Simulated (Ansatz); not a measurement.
## F₂In, SMILES [F][In][F]: a relaxed scan of one distance

Computed with the Ansatz DFT code, driven from Python.

The script, `relaxed_scan_f2in.py`:
```python
"""Relaxed scan of one distance in F2In."""

import logging
import sys

import ansatz as az
import numpy as np

logging.basicConfig(stream=sys.stdout, format="%(levelname)s %(message)s")
logger = logging.getLogger("run")
logger.setLevel(logging.INFO)


def main() -> None:
    f2in = (
        az.Crystal.molecule()
        .atom("F", [0.6387, 1.5615, 0.5106])
        .atom("In", [-0.2701, 0.1552, -0.1281])
        .atom("F", [-0.3795, -1.7815, -0.3957])
    )

    calculation = (
        f2in.calculation()
        .basis(gaussian="def2-SVP")
        .functional("b3lyp")
        .spin("collinear", total=1)
    )
    symbols = [site.symbol for site in f2in.cartesian_sites]
    pairs = [(0, 1), (1, 2)]
    print("held (A)   E (eV)        ", "  ".join(f"{symbols[i]}{i}-{symbols[j]}{j}" for i, j in pairs))
    for length in [1.8, 1.96, 2.11, 2.35, 2.64]:
        report = calculation.relax(constraints=[az.DistanceConstraint((1, 2), at=length)], force_tolerance=0.02, max_steps=60).run(threads=1, pin="off").report
        xyz = np.array(report["positions_ang"])
        print(f"{length:6.2f} {report['free_energy_ev']:14.5f}  ", "  ".join(f"{np.linalg.norm(xyz[i] - xyz[j]):.3f}" for i, j in pairs))


if __name__ == "__main__":
    main()
```

```console
$ python relaxed_scan_f2in.py
held (A)   E (eV)         F0-In1  In1-F2
DeckWarning: relax.constraints: the input's atoms, or those drawn, lie off the distances that are held; a relaxation that starts there is brought onto them ahead of its first SCF, by positions alone, an atom by 7.91e-2 Å at the most. With the symmetry detection on, the symmetry is detected on the input's atoms as so [...]
  1.80   -10605.13041   1.988  1.800
  1.96   -10605.57059   1.986  1.960
  2.11   -10605.45866   1.984  2.110
  2.35   -10604.92182   1.983  2.350
  2.64   -10604.29761   1.989  2.640
```
(Warnings from the package without file and line, shortened, repeats left out.)

Reading the output:
- Total energies depend on the basis set; only differences at equal settings carry meaning.
- The energies are electronic: no zero-point or thermal terms, and the basis set is short of its limit.
- def2 sets replace the cores of elements past krypton by effective core potentials.
- The species is open-shell (spin multiplicity 2).
- b3lyp holds the VWN-RPA fit, as in Gaussian; the form of ORCA and Turbomole is b3lyp5.
- Wall time of the script: 77 s on 1 thread of Arm Neoverse V2, with other jobs on the host, peak memory 0.21 GiB.
